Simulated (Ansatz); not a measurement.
A nudged elastic band was laid between two geometries of a periodic cell of 31 atoms, Al₃₀Si (host Al, host structure fcc, dopant Si, one Al atom removed).

The calculation used DFT PBEsol, scalar-relativistic, plane waves, PAW (Ansatz 0.2.0). Settings: PAW set soft_1, cutoff 420 eV, k mesh 3x3x3, gaussian smearing 0.1 eV, no spin polarisation.

```yaml
movable_images: 7
climbing_image: yes
spring: 5.0 eV/Å²
optimiser: quadratic models (default)
start_path: straight line
force_threshold: 0.03 eV/Å
iteration_limit: 45
end_points: relaxed
```

Initial state:

```xyz
31
Lattice="8.1000 0.0000 0.0000 0.0000 8.1000 0.0000 0.0000 0.0000 8.1000" Properties=species:S:1:pos:R:3
Al 4.061 0.009 0.009
Al 6.069 2.029 0.012
Al 6.071 0.007 2.021
Al 0.006 -0.005 0.003
Al 2.047 2.028 -0.001
Al 4.063 4.047 0.009
Al 6.078 6.079 0.003
Al 2.049 0.052 2.044
Si 4.065 2.027 2.016
Al 6.073 4.049 2.018
Al 4.038 0.050 4.035
Al 6.081 2.028 4.032
Al 6.079 -0.004 6.075
Al 0.009 4.063 0.001
Al 2.032 6.077 0.001
Al 0.010 2.027 2.037
Al 2.050 4.002 2.045
Al 4.059 6.077 2.022
Al 0.024 0.015 4.047
Al 4.040 4.004 4.034
Al 6.082 6.078 4.050
Al 2.035 0.014 6.058
Al 4.043 2.027 6.068
Al 6.081 4.062 6.074
Al 0.009 6.078 2.021
Al 0.024 4.042 4.046
Al 2.030 6.079 4.050
Al 0.024 2.029 6.056
Al 2.037 4.042 6.056
Al 4.061 6.078 6.073
Al 0.010 6.078 6.071
```

Final state:

Only the atoms that move by more than 0.05 Å are listed.
```
Si9 2.017 2.025 4.058
```

(1) Which bonds break or form, and what moves?

(2) Give the energies along the band, and the barrier.

(3) What is the geometry of the highest image?

## Answers

(1) The atom that moves furthest is Si9, by 2.89 Å; four of its nearest neighbours are Al17 2.82, Al8 2.82, Al11 2.83, Al20 2.83 Å at the first end and Al8 2.82, Al17 2.82, Al11 2.82, Al20 2.82 Å at the last.

(2) The forces met the threshold. The highest image is number 4 of 0 to 8, 0.67 eV above the ends, which have the same energy within 2 meV. By the program's own check the climbing image is a first-order saddle point (lowest curvatures found: -1.59 and 0.25 eV/Å²). Limits of this set-up: coarse k mesh, PAW files made for another functional, no spin, though dangling bonds at a vacancy may carry it, a small cell, in which the defect meets its images.

```json
{"image": "0", "path coordinate (Å)": "0.00", "energy (eV)": "0.00"}
{"image": "1", "path coordinate (Å)": "0.38", "energy (eV)": "0.11"}
{"image": "2", "path coordinate (Å)": "0.76", "energy (eV)": "0.34"}
{"image": "3", "path coordinate (Å)": "1.14", "energy (eV)": "0.57"}
{"image": "4", "path coordinate (Å)": "1.52", "energy (eV)": "0.67"}
{"image": "5", "path coordinate (Å)": "1.90", "energy (eV)": "0.57"}
{"image": "6", "path coordinate (Å)": "2.28", "energy (eV)": "0.34"}
{"image": "7", "path coordinate (Å)": "2.66", "energy (eV)": "0.11"}
{"image": "8", "path coordinate (Å)": "3.04", "energy (eV)": "0.00"}
```

(3) 
```xyz
31
Lattice="8.1000 0.0000 0.0000 0.0000 8.1000 0.0000 0.0000 0.0000 8.1000" Properties=species:S:1:pos:R:3
Al 4.085 0.000 0.028
Al 6.066 2.026 0.019
Al 6.062 0.043 2.014
Al 0.010 0.017 0.005
Al 2.117 2.027 0.103
Al 4.085 4.053 0.027
Al 6.090 6.077 -0.007
Al 1.985 -0.156 1.980
Si 2.899 2.027 2.893
Al 6.062 4.010 2.014
Al 4.067 -0.009 4.062
Al 6.063 2.026 4.017
Al 6.077 -0.015 6.072
Al 0.010 4.036 0.005
Al 2.021 6.077 -0.083
Al 0.108 2.026 2.111
Al 1.985 4.209 1.980
Al 4.084 6.077 2.027
Al 0.033 0.000 4.080
Al 4.067 4.062 4.062
Al 6.098 6.076 4.064
Al 2.020 0.043 6.057
Al 4.022 2.027 6.057
Al 6.077 4.067 6.072
Al -0.078 6.076 2.016
Al 0.033 4.053 4.080
Al 2.033 6.076 4.079
Al 0.025 2.026 6.061
Al 2.020 4.011 6.057
Al 4.069 6.077 6.093
Al -0.002 6.076 6.084
```

Time of the run: 14 min on 4 threads of Intel(R) Xeon(R) Platinum 8375C CPU @ 2.90GHz (Ice Lake), on a shared host, peak memory 4.7 GiB.
